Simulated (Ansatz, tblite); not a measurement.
**GaH2(NH2) (GaNH₄): rung by rung**

One table from this session's results is given with a row withheld; the runs are named, their logs left out.

Method: as each input shows; program: Ansatz 0.2.0, Gaussian basis.

Levels to be run: GFN1-xTB, GFN2-xTB, PBE-D4/def2-TZVP, r2SCAN-D4/def2-TZVP, CAM-B3LYP-D4/def2-TZVP, ωB97M-V/def2-TZVP, ωB97X-V/def2-TZVP, BHLYP-D4/def2-TZVP, PBE-QIDH/def2-TZVP, LC-ωPBE/def2-TZVP, HSE06-D4/def2-TZVP, PBE-D4/def2-SVP, PBE0-D4/def2-SVP, HF/STO-3G, PBE0-D4/def2-TZVPD, PBE-D4/def2-TZVPD, r2SCAN-D4/def2-TZVPD, CCSD(T)/def2-TZVPP, MP2/def2-TZVP, RPA/def2-TZVP, CCSD(T)/def2-TZVPD.

**The relaxed structure**

The geometry is that of the singlet, from an earlier relaxation (r2SCAN-D4/def2-TZVP).

6 atoms, charge 0, spin multiplicity 1.

Bond lengths: Ga1–H2 1.554 Å, Ga1–H3 1.554 Å, Ga1–N4 1.813 Å, N4–H5 1.007 Å, N4–H6 1.007 Å. Angles: H2–Ga1–H3 127.2°, H2–Ga1–N4 116.4°, H3–Ga1–N4 116.4°, Ga1–N4–H5 124.1°, Ga1–N4–H6 124.2°, H5–N4–H6 111.7°.

PBE0-D4/def2-TZVP was run before; its log isn't repeated, and its numbers join the tables.

The first run:

Tight binding, by tblite at 300 K electronic temperature and without a spin-polarisation term:

```python
tblite.interface.Calculator('GFN1-xTB', numbers, positions, charge=0, uhf=0).singlepoint()
```

Tight binding, by tblite at 300 K electronic temperature and without a spin-polarisation term:

```python
tblite.interface.Calculator('GFN2-xTB', numbers, positions, charge=0, uhf=0).singlepoint()
```

start.molden holds the orbitals of an earlier run on this state, given as this run's starting guess.

The input, in.yaml:

```yaml
crystal:
  periodic: [false, false, false]
  atoms:
    - {symbol: Ga, position_ang: [0.431903, 0.748882, 0.007868]}
    - {symbol: H, position_ang: [1.900646, 0.693908, 0.512908]}
    - {symbol: H, position_ang: [-0.346740, 2.000277, -0.485150]}
    - {symbol: N, position_ang: [-0.473702, -0.821198, -0.008198]}
    - {symbol: H, position_ang: [-1.427926, -0.920201, -0.314608]}
    - {symbol: H, position_ang: [-0.084181, -1.701667, 0.287180]}
basis:
  gaussian: {orbitals: def2-TZVP, initial_orbitals: start.molden}
hamiltonian: {xc: pbe, dispersion: d4}
scf: {omitted_lower_state_checks: [starts]}
output: {orbitals: {seedname: orbitals}}
```

Launch:

```console
> ansatz run in.yaml --threads 4 --pin off --events-out ev --progress --plain --max-ram 3916MiB
```

Among the steps run: PBE-D4/def2-TZVP; r2SCAN-D4/def2-TZVP; CAM-B3LYP-D4/def2-TZVP; ωB97M-V/def2-TZVP; ωB97X-V/def2-TZVP; BHLYP-D4/def2-TZVP; PBE-QIDH/def2-TZVP; LC-ωPBE/def2-TZVP; HSE06-D4/def2-TZVP; PBE-D4/def2-SVP; PBE0-D4/def2-SVP; HF/STO-3G; PBE0-D4/def2-TZVPD; PBE-D4/def2-TZVPD; r2SCAN-D4/def2-TZVPD; CCSD(T)/def2-TZVPP; MP2/def2-TZVP; RPA/def2-TZVP; CCSD(T)/def2-TZVPD.

One of the session's tables, all rows but one given; the rest of the session is left out.

It belongs to the step «Levels side by side». 

| level | HOMO (eV) | LUMO (eV) | gap (eV) |
| --- | --- | --- | --- |
| HF/STO-3G | -7.07 | 6.00 | 13.07 |
| PBE-D4/def2-SVP | -5.93 | -1.34 | 4.59 |
| PBE-D4/def2-TZVP | -6.08 | -1.48 | 4.59 |
| PBE-D4/def2-TZVPD | -6.14 | -1.56 | 4.58 |
| r2SCAN-D4/def2-TZVP | -6.33 | -1.18 | 5.15 |
| r2SCAN-D4/def2-TZVPD | -6.37 | -1.23 | 5.14 |
| PBE0-D4/def2-SVP | -7.25 | -0.56 | 6.69 |
| PBE0-D4/def2-TZVP | -7.38 | -0.71 | 6.67 |
| PBE0-D4/def2-TZVPD | -7.43 | -0.78 | 6.65 |
| HSE06-D4/def2-TZVP | -6.97 | -1.08 | 5.90 |
| BHLYP-D4/def2-TZVP | -8.63 | 0.00 | 8.62 |
| CAM-B3LYP-D4/def2-TZVP | -8.82 | 0.16 | 8.98 |
| LC-ωPBE/def2-TZVP | -10.25 | 1.32 | 11.57 |
| ωB97X-V/def2-TZVP | ? | ? | ? |
| ωB97M-V/def2-TZVP | -9.76 | 0.97 | 10.73 |

Estimate the missing values for ωB97X-V/def2-TZVP.

**Answer.** HOMO (eV): -9.85; LUMO (eV): 1.19; gap (eV): 11.04. In the column «HOMO (eV)» it lies between LC-ωPBE/def2-TZVP (-10.25) and ωB97M-V/def2-TZVP (-9.76).
